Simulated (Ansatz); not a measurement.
# YIn (P4/mmm): equation of state with a fit from a Python script

Where is the equilibrium volume of YIn (P4/mmm), and how stiff is it? Aim: an equation of state with a fit, for YIn (P4/mmm), run from a script.

Computed with Ansatz 0.2.0, driven from Python. Level of theory: DFT PBEsol, plane waves, PAW.

**1. The system**

It takes space group P4/mmm (No. 123, tetragonal). Conventional cell: a = 3.542 Å, b = 3.542 Å, c = 4.195 Å, α = 90.00°, β = 90.00°, γ = 90.00°. Around Y (site symmetry 4/mmm) lie 8 In at 3.27 Å and 4 Y at 3.54 Å. In (site symmetry 4/mmm) has 8 Y at 3.27 Å and 4 In at 3.54 Å as nearest neighbours.

No structure file is read: the coordinates are typed or built in the script.

**2. The code**

The input, eos.py:

```python
'''Bulk modulus of YIn from an E(V) curve.'''

from dataclasses import dataclass
import warnings

import ansatz as az
from ase.eos import EquationOfState
from ase.units import GPa
import numpy as np


@dataclass(frozen=True)
class Settings:
    xc: str = 'pbesol'
    cutoff_ev: int = 500
    kmesh: tuple[int, ...] = (8, 8, 7)


cfg = Settings()

vectors0 = np.array([
    [3.54244, 0.0, 0.0],
    [0.0, 3.54244, 0.0],
    [0.0, 0.0, 4.19496],
])
sites = [
    ('Y', (0.0, 0.0, 0.0)),
    ('In', (0.5, 0.5, 0.5)),
]


def make_crystal(cell):
    crystal = az.Crystal(lattice=az.Lattice.of(cell))
    for symbol, position in sites:
        crystal = crystal.atom(symbol, position)
    return crystal


def main() -> None:
    warnings.simplefilter('ignore', az.DeckWarning)

    # scale the volume, keep shape and fractions
    volumes, energies, pressures = [], [], []
    for scale in np.linspace(0.9, 1.1, 9):
        cell = vectors0 * scale ** (1 / 3)
        job = (
            make_crystal(cell).calculation()
            .functional(cfg.xc)
            .occupations(az.OccupationsMethod.FERMI_DIRAC)
            .basis(cfg.cutoff_ev)
            .kpoints(*cfg.kmesh)
            .stress()
        )
        report = job.run().report
        volumes.append(abs(np.linalg.det(cell)) / len(sites))
        energies.append(report['free_energy_ev'] / len(sites))
        pressures.append(np.trace(report['stress_gpa']) / 3)
        print(f'V = {volumes[-1]:8.4f} A^3/atom  F = {energies[-1]:.5f} eV/atom  P = {pressures[-1]:8.3f} GPa')

    eos = EquationOfState(volumes, energies, eos='murnaghan')
    v0, e0, bulk = eos.fit()
    print(f'V0 = {v0:.4f} A^3/atom, E0 = {e0:.5f} eV/atom, B = {bulk / GPa:.1f} GPa')
    eos.plot('eos.png')


if __name__ == '__main__':
    main()
```

**3. The run**

On the command line:

```sh
$ python eos.py
```

**Question.** Estimate the equilibrium volume and the bulk modulus.

The runs gave:

```
                      quantity           value
                 runs compared               9
               range of energy  75.55 meV/atom
lowest point, volume (Å³/atom)          25.663
      equilibrium volume (fit)   25.45 Å³/atom
            bulk modulus (fit)          64 GPa
```

**Reading.** A third-order Birch-Murnaghan fit through the 9 points (the script's own form differs a little) has its minimum at 25.45 Å³ an atom, 3.3 % below the typed cell, with a bulk modulus of 64 GPa and dB/dP = 4.4. From that minimum the energy rises by 27.4 meV an atom on the compressed side and 75.9 meV on the expanded side. Reading the output:
- Shape and fractional positions are held along the curve, so the bulk modulus is an upper value where they are free to relax.
- The mesh is modest for a metal, so energies can be off by several to tens of meV an atom and pressures by half a GPa or more; differences at equal mesh fare better.
- Pressure is positive in compression.
- The structure comes from a database of computed cells and needn't be a stable or known phase.
